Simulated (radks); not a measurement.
# Zn⁺ in [Ar] 3d10 4s1: an all-electron calculation

One table from this session's results is given with a row withheld; the runs are named, their logs left out.

The numbers are computed with radks (a radial shooting solver on a logarithmic mesh, Libxc functionals) version 1 (Dirac Kohn-Sham, LDA (Slater exchange, Perdew-Wang correlation), spin-unpolarised, spherical densities, point nucleus), except any that are marked as measured or tabulated.

## Starting point

- element: zinc (Z = 30)
- charge: +1
- electrons: 29
- configuration: [Ar] 3d10 4s1

Outer shells as boxes (Hund's rule):

Zn⁺
```
[Ar] core
3d [↑↓][↑↓][↑↓][↑↓][↑↓]
4s [↑ ]
```

The first run:

Input:

```text
Z 30
configuration [Ar] 3d10 4s1
relativity Dirac
functional lda,pw
spin unpolarised
j_filling energy
nucleus point
c 137.035999084
```

Started as:

```sh
$ python run_ks.py task.json out
```

All runs below come from this command, one after another.

One table of the session follows, with a row left open; its other results are not shown here.

It belongs to the step «Orbitals and density». Sizes of the orbitals, from the radial functions (bohr):

| level | <r> | outermost maximum (interpolated) | 90 % within | nodes |
| --- | --- | --- | --- | --- |
| 1s1/2 | 0.05038 | 0.0330 | 0.0900 | 0 |
| 2s1/2 | 0.2264 | 0.190 | 0.351 | 1 |
| 2p1/2 | 0.1961 | 0.150 | 0.321 | 0 |
| 2p3/2 | 0.1995 | 0.153 | 0.326 | 0 |
| 3s1/2 | ? | ? | ? | ? |
| 3p1/2 | 0.7070 | 0.587 | 1.09 | 1 |
| 3p3/2 | 0.7180 | 0.595 | 1.11 | 1 |
| 3d3/2 | 0.8929 | 0.562 | 1.57 | 0 |
| 3d5/2 | 0.9006 | 0.565 | 1.59 | 0 |
| 4s1/2 | 2.378 | 1.98 | 3.58 | 3 |

**Question.** Estimate the row for 3s1/2.

The run gave: <r>: 0.6825; outermost maximum (interpolated): 0.589; 90 % within: 1.02; nodes: 2. In the column «<r>» it lies between 2s1/2 (0.2264) and 3p1/2 (0.7070).

Limits of these values: Spin polarisation and multiplet splitting are left out.
